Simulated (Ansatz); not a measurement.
# CH6BClGe: up Jacob's ladder to CCSD(T)

An exercise on one series of results from a longer session: the logs are not shown, and one member is left open.

Computed with Ansatz 0.2.0, Gaussian basis. Level: functionals in def2-TZVPP, the program's frozen cores in correlated methods.

Levels to be run: PBE-D4, r2SCAN-D4, PBE0-D4, B3LYP-D4, ωB97X-V, ωB97M-V, B2PLYP; CCSD(T)/def2-TZVPP; MP2/def2-QZVPP; extrapolation to the limit.

### The geometry

The geometry comes from an earlier relaxation with PBE0-D4 in a triple-zeta def2 set; it is a stationary point, not always the lowest conformer.

10 atoms, charge 0, spin multiplicity 1.

Atoms are counted from 1 here; the program's logs count them from 0.

Bond lengths: C1–B2 1.541 Å, C1–H5 1.106 Å, C1–H6 1.092 Å, C1–H7 1.091 Å, B2–Ge3 2.065 Å, B2–H8 1.199 Å, Ge3–Cl4 2.177 Å, Ge3–H9 1.540 Å, Ge3–H10 1.540 Å. Angles: B2–C1–H5 102.7°, B2–C1–H6 114.8°, B2–C1–H7 115.6°, H5–C1–H6 105.6°, H5–C1–H7 105.8°, H6–C1–H7 111.1°, C1–B2–Ge3 122.2°, C1–B2–H8 121.1°, Ge3–B2–H8 116.6°, B2–Ge3–Cl4 109.3°, B2–Ge3–H9 114.3°, B2–Ge3–H10 114.0°, Cl4–Ge3–H9 105.2°, Cl4–Ge3–H10 105.3°, H9–Ge3–H10 108.1°.

Set-up of the first run:

Contents of in.yaml:

```yaml
crystal:
  periodic: [false, false, false]
  atoms:
    - {symbol: C, position_ang: [-1.143337, 1.049281, -0.176467]}
    - {symbol: B, position_ang: [-0.423169, -0.220937, -0.668880]}
    - {symbol: Ge, position_ang: [1.185818, -1.033886, 0.337946]}
    - {symbol: Cl, position_ang: [1.536191, 0.098331, 2.164624]}
    - {symbol: H, position_ang: [-0.601161, 1.856011, -0.704999]}
    - {symbol: H, position_ang: [-2.184058, 1.138296, -0.495026]}
    - {symbol: H, position_ang: [-1.037635, 1.268468, 0.887193]}
    - {symbol: H, position_ang: [-0.732209, -0.747951, -1.700723]}
    - {symbol: H, position_ang: [2.515081, -0.970795, -0.437699]}
    - {symbol: H, position_ang: [0.967479, -2.487916, 0.797031]}
basis:
  gaussian: {orbitals: def2-TZVPP}
hamiltonian: {xc: pbe, dispersion: d4}
output: {forces: true, orbitals: {seedname: orbitals}}
```

Command:

```sh
> ansatz run in.yaml --threads 4 --pin off --events-out ev --progress --plain --max-ram 10444MiB
```

Among the steps run: PBE-D4 (GGA); r2SCAN-D4 (meta-GGA); PBE0-D4 (hybrid); B3LYP-D4 (hybrid); ωB97X-V (range-separated); ωB97M-V (range-separated); B2PLYP (double hybrid); CCSD(T) in def2-TZVPP; MP2 in def2-QZVPP.

One of the session's tables, all rows but one given; the rest of the session is left out.

It belongs to the step «Atomisation energies». 

| method | atomisation energy (eV) |
| --- | --- |
| PBE-D4 | 34.231 |
| r2SCAN-D4 | 34.211 |
| PBE0-D4 | 34.027 |
| B3LYP-D4 | 33.908 |
| ωB97X-V | 34.141 |
| ωB97M-V | 33.995 |
| B2PLYP | 33.569 |
| HF/def2-TZVPP | 26.056 |
| MP2/def2-TZVPP | 33.475 |
| CCSD/def2-TZVPP | 32.900 |
| CCSD(T)/def2-TZVPP | ? |
| MP2/CBS | 34.132 |
| CCSD(T)/CBS | 33.936 |

Estimate the missing values for CCSD(T)/def2-TZVPP.

The run gave: atomisation energy (eV): 33.279. In the column «atomisation energy (eV)» it lies between CCSD/def2-TZVPP (32.900) and MP2/def2-TZVPP (33.475).
